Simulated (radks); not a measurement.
# Se²⁻ held by a Watson sphere

One table from this session's results is given with a row withheld; the runs are named, their logs left out.

The numbers are computed with radks (a radial shooting solver on a logarithmic mesh, Libxc functionals) version 1 (scalar-relativistic Kohn-Sham, LDA (Slater exchange, Perdew-Wang correlation), spin-polarised, spherical densities, point nucleus), except any that are marked as measured or tabulated.

### The atom as given

```
element       : selenium (Z = 34)
charge        : -2
electrons     : 36
configuration : [Kr]
```

The outer shells:

Se²⁻
```
[Ar] core
3d [↑↓][↑↓][↑↓][↑↓][↑↓]
4s [↑↓]
4p [↑↓][↑↓][↑↓]
```

The first run:

Settings of this run:

```text
Z 34
configuration [Kr]
relativity scalar-relativistic
functional lda,pw
spin polarised
nucleus point
c 137.035999084
watson charge 2.41 radius 2.25 bohr
response adiabatic LDA kernel
```

Among the steps run: R = 2.25 bohr; R = 2.83 bohr; R = 2.9 bohr; R = 3.99 bohr; R = 4.6 bohr; R = 4.65 bohr.

One table of the session follows, with a row left open; its other results are not shown here.

```
R (bohr)  highest level (eV)  its <r> (bohr)  sum of <r²> (bohr²)  α (bohr³)
    2.25             -11.609           2.235                50.87      25.44
    2.83                   ?               ?                    ?          ?
     2.9              -9.885           2.414                57.52      37.31
    3.99              -7.398           2.653                67.60      68.57
     4.6              -6.307           2.759                72.73      93.71
    4.65              -6.226           2.767                73.14      96.07
```

**Question.** Estimate the row for R (bohr) = 2.83.

Worked estimate for «highest level (eV)». A straight line through the neighbours (2.25, -11.609) and (2.9, -9.885) gives -11.609 + (-9.885 + 11.609) × (2.83 − 2.25) / (2.9 − 2.25) = -10.071; a parabola fitted to 3 rows on both sides gives -10.062.

**Answer.** highest level (eV): -10.067; its <r> (bohr): 2.396; sum of <r²> (bohr²): 56.82; α (bohr³): 35.81. In «highest level (eV)» the line misses by -0.004 and the parabola by +0.005.

In words: From R = 2.25 to 4.65 bohr the top level moves from -11.609 to -6.226 eV and its mean radius from 2.24 to 2.77 bohr. A wider sphere makes a shallower well, so the ion swells.
